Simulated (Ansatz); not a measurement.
# CH2BrCl: the cost of one run

Program: Ansatz 0.2.0, Gaussian basis. Level of theory: unrestricted cation, the program's frozen cores in correlated methods. These are calculated values, not measurements.

Plan: UKS PBE-D4/def2-TZVPP; UKS r2SCAN-D4/def2-TZVPP; UKS PBE0-D4/def2-TZVPP; UKS B3LYP-D4/def2-TZVPP; UKS wB97X-V/def2-TZVPP; UKS wB97M-V/def2-TZVPP; UKS B2PLYP/def2-TZVPP; UHF-CCSD(T)/def2-TZVPP; UHF-MP2/def2-QZVPP; extrapolation to the limit; then −ε(HOMO) from the neutral's earlier runs with LDA (SPW92), PBE-D4, revPBE-D4, BLYP-D4, r2SCAN-D4, B97M-V, PBE0-D4, B3LYP-D4, r2SCANh-D4, r2SCAN0-D4, HSE06-D4, BHLYP-D4, CAM-B3LYP-D4, LC-ωPBE, ωB97X-V, ωB97M-V.

## 1. The relaxed structure

The geometry comes from an earlier relaxation with PBE0-D4 in a triple-zeta def2 set; it is a stationary point.

SMILES `ClCBr`, 5 atoms, charge 0, spin multiplicity 1.

Atoms are counted from 1 here; the program's logs count them from 0.

Bond lengths: Cl1–C2 1.755 Å, C2–Br3 1.930 Å, C2–H4 1.085 Å, C2–H5 1.085 Å. Angles: Cl1–C2–Br3 113.3°, Cl1–C2–H4 108.8°, Cl1–C2–H5 108.8°, Br3–C2–H4 107.1°, Br3–C2–H5 107.1°, H4–C2–H5 111.8°.

Coordinates:

```xyz
5
CH2BrCl
Cl   -1.6053    0.1437    0.5100
C     0.0105    0.0345   -0.1669
Br    1.3223   -0.6164    1.0904
H     0.3280    1.0247   -0.4753
H    -0.0056   -0.6603   -0.9997
```

## 2. Cation, UKS PBE-D4/def2-TZVPP

Input file in.yaml:

```yaml
crystal:
  periodic: [false, false, false]
  atoms:
    - {symbol: Cl, position_ang: [-1.605331, 0.143731, 0.509972]}
    - {symbol: C, position_ang: [0.010478, 0.034482, -0.166866]}
    - {symbol: Br, position_ang: [1.322324, -0.616431, 1.090421]}
    - {symbol: H, position_ang: [0.327996, 1.024732, -0.475350]}
    - {symbol: H, position_ang: [-0.005568, -0.660315, -0.999677]}
basis:
  gaussian: {orbitals: def2-TZVPP}
total_charge: 1
magnetization: {spin_polarized: true, initial_magnetization: 1}
hamiltonian: {xc: pbe, dispersion: d4}
```

On the command line:

```console
$ ansatz run in.yaml --threads 4 --pin off --events-out ev --progress --plain --max-ram 10444MiB
```

Q: Estimate wall time and peak memory on 4 threads of Arm Neoverse V2, shared host.

About 9.5 s, with a peak of 0.34 GiB.
